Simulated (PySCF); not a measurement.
# CdCl⁻: basis, grid and Hamiltonian

Aim: see how much the energy and properties of CdCl⁻ depend on the numerical set-up.

The runs use PySCF 2.14.0; method and basis as typed in the scripts.

2 further runs of the same task are left out: 2 that didn't finish.

**1. The system as given**

CdCl⁻: 2 atoms, charge -1, spin multiplicity 1.

Bond lengths: Cd1–Cl2 2.297 Å.

**2. The run that the others are compared with**

Input file input.py:

```python
from pyscf import gto, scf

mol = gto.M(
    atom='Cd 0 0 0; Cl 0 0 2.297',
    basis='crenbl',
    ecp={'Cd': 'crenbl', 'Cl': 'crenbl'},
    charge=-1,
    spin=0,
    verbose=4,
)
mf = scf.RHF(mol)
mf.kernel()
mf.stability(internal=True, external=True)
mf.dip_moment()
print('orbital energies (hartree):', mf.mo_energy[..., max(0, mol.nelec[1]-3):mol.nelec[0]+3].round(4))
```

On the command line:

```sh
$ OMP_NUM_THREADS=1 python input.py
```

The log of this run is left out.

In short: E(SCF) = -180.715719 Eh, 10 cycles, internal stable; real -> complex stable; RHF/RKS -> UHF/UKS stable.

The bond length is a typed value, not an optimised one. The dipole of an ion depends on the origin.

**3. Sbkjc**

Run 1 changes basis set: crenbl → sbkjc. The core potential changes with it: totals don't compare.

Input file input.py:

```python
from pyscf import gto, scf

mol = gto.M(
    atom='Cd 0 0 0; Cl 0 0 2.297',
    basis='sbkjc',
    ecp={'Cd': 'sbkjc', 'Cl': 'sbkjc'},
    charge=-1,
    spin=0,
    verbose=4,
)
mf = scf.RHF(mol)
mf.kernel()
mf.stability(internal=True, external=True)
mf.dip_moment()
print('orbital energies (hartree):', mf.mo_energy[..., max(0, mol.nelec[1]-3):mol.nelec[0]+3].round(4))
```

On the command line:

```sh
$ OMP_NUM_THREADS=1 python input.py
```

**4. Core potential off**

Run 2 changes core potential: on → off. The core potential changes with it: totals don't compare.

input.py: that of step 2 with these lines changed.

```diff
@@ -5,3 +5,2 @@
     basis='crenbl',
-    ecp={'Cd': 'crenbl', 'Cl': 'crenbl'},
     charge=-1,
```

Before running it: what results should come out? Wanted: for each run, E(SCF); from base; gap; after the SCF.

**Answer**, as computed:

```
                             run  E(SCF) (hartree)  from base (eV)  cycles  gap (eV)  functions                                  after the SCF
                            base       -180.715719               0      10      7.07         56                                         stable
                           sbkjc       -180.745371  not comparable      12      7.65         39                                         stable
core potential off (poor choice)      -2169.398324  not comparable      11      3.53         56  unstable: real -> complex, RHF/RKS -> UHF/UKS
```

Rows marked «poor choice» come from settings spoiled on purpose.
